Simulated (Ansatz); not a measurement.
# CH6BSb: the cost of one run

Program: Ansatz 0.2.0. Level of theory: RKS PBE-D4/def2-SVP. These are calculated values, not measurements.

### 1 The structure to begin with

Bond lengths: B1–Sb2 2.200 Å, Sb2–C3 2.158 Å, B1–H4 1.125 Å, B1–H5 1.244 Å, Sb2–H6 1.765 Å, C3–H7 1.055 Å, C3–H8 1.151 Å, C3–H9 1.081 Å. Angles: B1–Sb2–C3 90.2°, B1–Sb2–H6 93.5°, C3–Sb2–H6 92.8°, Sb2–B1–H4 122.0°, Sb2–B1–H5 119.4°, H4–B1–H5 118.6°, Sb2–C3–H7 111.6°, Sb2–C3–H8 107.0°, Sb2–C3–H9 110.1°, H7–C3–H8 111.0°, H7–C3–H9 112.1°, H8–C3–H9 104.8°.

Coordinates:

```xyz
9

B    -0.6636    0.6071   -1.4875
Sb    0.8162    1.0852    0.0684
C     0.6040   -0.8977    0.8919
H    -0.9684   -0.4514   -1.7143
H    -1.1972    1.5307   -2.1274
H    -0.3916    1.7613    1.1629
H    -0.4080   -1.1430    1.0588
H     1.2005   -0.9199    1.8755
H     1.0966   -1.6186    0.2546
```

### 2 End point A

input.yaml reads:

```yaml
crystal:
  periodic: [false, false, false]
  atoms:
    - { symbol: B, position_ang: [-0.6636, 0.6071, -1.4875] }
    - { symbol: Sb, position_ang: [0.8162, 1.0852, 0.0684] }
    - { symbol: C, position_ang: [0.604, -0.8977, 0.8919] }
    - { symbol: H, position_ang: [-0.9684, -0.4514, -1.7143] }
    - { symbol: H, position_ang: [-1.1972, 1.5307, -2.1274] }
    - { symbol: H, position_ang: [-0.3916, 1.7613, 1.1629] }
    - { symbol: H, position_ang: [-0.408, -1.143, 1.0588] }
    - { symbol: H, position_ang: [1.2005, -0.9199, 1.8755] }
    - { symbol: H, position_ang: [1.0966, -1.6186, 0.2546] }
basis:
  gaussian: { orbitals: def2-SVP }
hamiltonian:
  xc: pbe
  dispersion: d4
relax:
  f_tol: 0.02
  max_steps: 50
```

On the command line:

```sh
> ansatz run input.yaml --threads 2 --pin off --max-ram 3072MiB --backend cpu --events-out ev --progress --plain --runs-dir out
```

What time and memory should one allow on 2 threads of Intel Xeon Platinum 8559C (Emerald Rapids), shared host?

About 7.5 s, with a peak of 0.14 GiB.
